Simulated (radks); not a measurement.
# Ru³⁺ in [Ar] 3d10 4s2 4p5.5 4d5 5p0.5: an all-electron calculation

What are the levels of the ruthenium ion Ru3+, how large are its shells, and how does its energy divide?

Method: scalar-relativistic Kohn-Sham, SCAN, spin-polarised, spherical densities, finite nucleus; open shells are filled with parallel spins first. Code: radks (a radial shooting solver on a logarithmic mesh, Libxc functionals) version 1.

## 1. The atom as given

- element: ruthenium (Z = 44)
- charge: +3
- electrons: 41
- configuration: [Ar] 3d10 4s2 4p5.5 4d5 5p0.5
- nuclear rms radius: 4.4809 fm

## 2. The calculation

Settings of this run:

```text
Z 44
configuration [Ar] 3d10 4s2 4p5.5 4d5 5p0.5
relativity scalar-relativistic
functional scan,scan
spin polarised
nucleus finite rms 4.4809 fm
c 137.035999084
```

Run with:

```bash
python run_ks.py task.json out
```

This one command runs every case of the session in turn.

Q: Predict the outcome of this run.

As calculated:

```
                        quantity                   value
                    total energy     -4528.77914 hartree
exchange-correlation share of it                  2.94 %
                            −T/E                  1.0342
          highest occupied level       5p up, -23.528 eV
    most extended occupied level  5p up, <r> = 2.86 bohr
 radius at density 0.001 e/bohr³               3.61 bohr
    maxima of the radial density                       4
```

The radial density shows 4 maxima for 5 occupied principal shells; where shells overlap, one shows as a shoulder or not at all. Relativity lifts −T/E to 1.034. This is not the tabulated ground configuration, so its levels and sizes aren't those of the ground state, and no measured value stands beside it.
